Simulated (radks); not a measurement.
**Fractional charge and spin in the 3p shell of sulfur**

Aim: the energy as the spin-up occupation of 3p runs from 1 to 2 and the spin-down one from 1 to 2, against the two flat planes that join the four corners. Added charge counts from the emptiest corner (up 1, down 1).

Program: radks (a radial shooting solver on a logarithmic mesh, Libxc functionals) version 1. Level of theory: non-relativistic Kohn-Sham, BLYP, spin-polarised, spherical densities, point nucleus. These are calculated values, not measurements, unless marked.

## 1. Starting point

```
element       : sulfur (Z = 16)
configuration : [Ne] 3s2 3p(up 2, down 2)
```

A shell typed twice in an input gives spin up, then spin down.

## 2. 3p: up 2, down 2

Input:

```text
Z 16
configuration [Ne] 3s2 3p2 3p2
relativity non-relativistic
functional b88,lyp
spin polarised
nucleus point
```

Launch:

```bash
$ python run_ks.py task.json out
```

This one command runs every case of the session in turn.

## 3. 3p: up 2, down 1.5

Input:

```text
Z 16
configuration [Ne] 3s2 3p2 3p1.5
relativity non-relativistic
functional b88,lyp
spin polarised
nucleus point
```

## 4. 3p: up 2, down 1

Input:

```text
Z 16
configuration [Ne] 3s2 3p2 3p1
relativity non-relativistic
functional b88,lyp
spin polarised
nucleus point
```

## 5. 3p: up 1.5, down 1.5

Input:

```text
Z 16
configuration [Ne] 3s2 3p1.5 3p1.5
relativity non-relativistic
functional b88,lyp
spin polarised
nucleus point
```

## 6. 3p: up 1.5, down 1

Input:

```text
Z 16
configuration [Ne] 3s2 3p1.5 3p1
relativity non-relativistic
functional b88,lyp
spin polarised
nucleus point
```

## 7. 3p: up 1, down 1

Input:

```text
Z 16
configuration [Ne] 3s2 3p1 3p1
relativity non-relativistic
functional b88,lyp
spin polarised
nucleus point
```

What does the calculation give? Wanted: for each run, down \ up; 1; 1.5; 2.

**Answer**, as computed:

```
down \ up       1     1.5       2
        1   0.000  -1.346   0.000
      1.5  -1.346   0.244  -1.157
        2   0.000  -1.157   0.000
```

What this shows: The table gives the energy in eV minus the planes, whose edge runs along up + down = one added electron; mirror points follow by spin symmetry. With half an added electron in each spin it lies 0.24 eV above the planes. With half an electron added in spin up alone it lies 1.35 eV below them. The planes are only a guide here: the condition holds for ground states with one frontier orbital, and this shell is degenerate.
